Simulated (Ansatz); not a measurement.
# AlB2P3: the cost of one run

Method: DFT PBE, scalar-relativistic, plane waves, PAW, in Ansatz 0.2.0.

1 further run of the same task is left out (it didn't finish).

**1. The structure to begin with**

It takes space group P6_3mc (No. 186, hexagonal). Conventional cell: a = 3.484 Å, b = 3.484 Å, c = 17.342 Å, α = 90.00°, β = 90.00°, γ = 120.00°. Al (site symmetry 3m) is surrounded by 4 P at 2.14 to 2.16 Å. B (site symmetry 3m) has 4 P at 2.14 to 2.16 Å as nearest neighbours. P (site symmetry 3m) is surrounded by 4 B at 2.14 to 2.16 Å. Around P (site symmetry 3m) lie 3 B at 2.14 Å and 1 Al at 2.16 Å. P (site symmetry 3m) is surrounded by 3 Al at 2.14 Å and 1 B at 2.16 Å.

Coordinates:

```cif
data_structure
_symmetry_space_group_name_H-M 'P 1'
_symmetry_Int_Tables_number 1
_cell_length_a 3.4841
_cell_length_b 3.4841
_cell_length_c 17.3424
_cell_angle_alpha 90.000
_cell_angle_beta 90.000
_cell_angle_gamma 120.000
_cell_volume 182.31
loop_
_atom_site_label
_atom_site_type_symbol
_atom_site_fract_x
_atom_site_fract_y
_atom_site_fract_z
_atom_site_occupancy
Al1 Al 0.66667 0.33333 0.50014 1
Al2 Al 0.33333 0.66667 0.00014 1
B1 B 0.66667 0.33333 0.16680 1
B2 B 0.66667 0.33333 0.83347 1
B3 B 0.33333 0.66667 0.33347 1
B4 B 0.33333 0.66667 0.66680 1
P1 P 0.66667 0.33333 0.29153 1
P2 P 0.66667 0.33333 0.62486 1
P3 P 0.66667 0.33333 0.95820 1
P4 P 0.33333 0.66667 0.12486 1
P5 P 0.33333 0.66667 0.45820 1
P6 P 0.33333 0.66667 0.79153 1
```

The start is an ordering of an alloy on its end members' structure types: elements ordered on the sites of the BP type, B/Al on B (P6_3mc, No. 186).

**2. Probe: one point on a coarse mesh**

The input, input.yaml:

```yaml
crystal:
  lattice:
    - [3.48407151, 0.0, 0.0]
    - [-1.74203575, 3.01729444, 0.0]
    - [0.0, 0.0, 17.34238036]
  atoms:
    - { symbol: Al, position: [0.66666667, 0.33333333, 0.50013578] }
    - { symbol: Al, position: [0.33333333, 0.66666667, 0.00013578] }
    - { symbol: B, position: [0.66666667, 0.33333333, 0.16680245] }
    - { symbol: B, position: [0.66666667, 0.33333333, 0.83346911] }
    - { symbol: B, position: [0.33333333, 0.66666667, 0.33346911] }
    - { symbol: B, position: [0.33333333, 0.66666667, 0.66680245] }
    - { symbol: P, position: [0.66666667, 0.33333333, 0.29153089] }
    - { symbol: P, position: [0.66666667, 0.33333333, 0.62486422] }
    - { symbol: P, position: [0.66666667, 0.33333333, 0.95819755] }
    - { symbol: P, position: [0.33333333, 0.66666667, 0.12486422] }
    - { symbol: P, position: [0.33333333, 0.66666667, 0.45819755] }
    - { symbol: P, position: [0.33333333, 0.66666667, 0.79153089] }
basis:
  ecutwfc: 420
kpoints:
  mp_grid: { grid: [6, 6, 1] }
hamiltonian:
  xc: pbe
scf:
  occupations: { method: gaussian, width: 0.1 }
  lower_state_search: "off"
output:
  forces: true
  stress: true
  eigenvalues: true
```

Run with:

```bash
$ ansatz run input.yaml --threads 1 --pin off --max-ram 2560MiB --backend cpu --events-out ev --progress --plain --runs-dir out
```

What time and memory should one allow on 1 thread of AMD EPYC 9R45 (Zen 5), shared host?

About 1.9 s, with a peak of 0.41 GiB.
